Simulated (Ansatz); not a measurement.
# SnH₄S₄: up Jacob's ladder to CCSD(T)

One table from this session's results is given with a row withheld; the runs are named, their logs left out.

The runs use Ansatz 0.2.0, Gaussian basis; functionals in def2-TZVPP, the program's frozen cores in correlated methods.

Levels to be run: LDA (SPW92), PBE-D4, revPBE-D4, BLYP-D4, r2SCAN-D4, B97M-V, PBE0-D4, B3LYP-D4, r2SCANh-D4, r2SCAN0-D4, HSE06-D4, BHLYP-D4, CAM-B3LYP-D4, LC-ωPBE, ωB97X-V, ωB97M-V, B2PLYP, PBE-QIDH; CCSD(T)/def2-SVP; CCSD(T)/def2-TZVPP; MP2/def2-QZVPP; extrapolation to the limit; RPA on PBE.

### The relaxed structure

The geometry comes from an earlier relaxation with PBE0-D4 in a triple-zeta def2 set; it is a stationary point, not always the lowest conformer. Sn takes the def2 core potential; no spin-orbit term is included.

SMILES `[SH][Sn]([SH])([SH])[SH]`, 9 atoms, charge 0, spin multiplicity 1.

Atoms are counted from 1 here; the program's logs count them from 0.

Bond lengths: S1–Sn2 2.393 Å, S1–H6 1.345 Å, Sn2–S3 2.387 Å, Sn2–S4 2.397 Å, Sn2–S5 2.392 Å, S3–H7 1.344 Å, S4–H8 1.344 Å, S5–H9 1.344 Å. Angles: Sn2–S1–H6 91.8°, S1–Sn2–S3 111.3°, S1–Sn2–S4 104.6°, S1–Sn2–S5 113.0°, S3–Sn2–S4 112.6°, S3–Sn2–S5 103.6°, S4–Sn2–S5 112.0°, Sn2–S3–H7 92.1°, Sn2–S4–H8 92.3°, Sn2–S5–H9 92.2°.

Set-up of the first run:

The input, in.yaml:

```yaml
crystal:
  periodic: [false, false, false]
  atoms:
    - {symbol: S, position_ang: [-0.407334, 1.979542, -1.303424]}
    - {symbol: Sn, position_ang: [0.248178, 0.135520, 0.073969]}
    - {symbol: S, position_ang: [2.624265, -0.057135, 0.191026]}
    - {symbol: S, position_ang: [-0.782577, -1.775338, -0.942363]}
    - {symbol: S, position_ang: [-0.406637, 0.399190, 2.358939]}
    - {symbol: H, position_ang: [-1.563257, 1.376586, -1.633654]}
    - {symbol: H, position_ang: [2.681473, -0.694457, -0.991382]}
    - {symbol: H, position_ang: [-0.775049, -2.462256, 0.213323]}
    - {symbol: H, position_ang: [-1.530664, 1.052148, 2.016466]}
basis:
  gaussian: {orbitals: def2-TZVPP}
hamiltonian: {xc: lda}
output: {orbitals: {seedname: orbitals}}
```

The run is started by

```sh
$ ansatz run in.yaml --threads 2 --pin off --events-out ev --progress --plain --max-ram 32768MiB --backend cuda --devices 0, --max-vram 18GiB
```

Steps of the session up to this table: LDA; PBE-D4 (GGA); revPBE-D4 (GGA); BLYP-D4 (GGA); r2SCAN-D4 (meta-GGA); B97M-V (meta-GGA); PBE0-D4 (hybrid); B3LYP-D4 (hybrid); r2SCANh-D4 (hybrid); r2SCAN0-D4 (hybrid); HSE06-D4 (hybrid); BHLYP-D4 (hybrid); CAM-B3LYP-D4 (range-separated); LC-ωPBE (range-separated); ωB97X-V (range-separated); ωB97M-V (range-separated); B2PLYP (double hybrid); PBE-QIDH (double hybrid).

One table of the session follows, with a row left open; its other results are not shown here.

It belongs to the step «Orbital energies across the functionals». 

| functional | HOMO (eV) | LUMO (eV) | gap (eV) |
| --- | --- | --- | --- |
| LDA (SPW92) | -6.54 | -3.15 | 3.39 |
| PBE-D4 | -6.41 | -2.88 | 3.53 |
| revPBE-D4 | -6.37 | -2.79 | 3.57 |
| BLYP-D4 | -6.23 | -2.79 | 3.43 |
| r2SCAN-D4 | -6.72 | -2.73 | 3.99 |
| B97M-V | -6.79 | -2.57 | 4.22 |
| PBE0-D4 | -7.67 | -2.03 | 5.63 |
| B3LYP-D4 | -7.39 | -2.29 | 5.10 |
| r2SCANh-D4 | ? | ? | ? |
| r2SCAN0-D4 | -7.86 | -1.95 | 5.91 |
| HSE06-D4 | -7.27 | -2.40 | 4.87 |
| BHLYP-D4 | -8.75 | -1.07 | 7.67 |
| CAM-B3LYP-D4 | -8.98 | -1.05 | 7.92 |
| LC-ωPBE | -10.43 | 0.09 | 10.52 |
| ωB97X-V | -10.04 | 0.01 | 10.05 |
| ωB97M-V | -9.85 | -0.10 | 9.75 |

Q: Estimate the row for r2SCANh-D4 from the others.

Worked estimate for «HOMO (eV)». Against the share of exact exchange, r2SCAN-D4 (0, -6.72), r2SCAN0-D4 (0.25, -7.86) give a slope of -4.56 per unit share; at 0.1 the line stands at -7.18.

**Answer.** HOMO (eV): -7.18; LUMO (eV): -2.42; gap (eV): 4.76. In «HOMO (eV)» the line misses by 0.00.
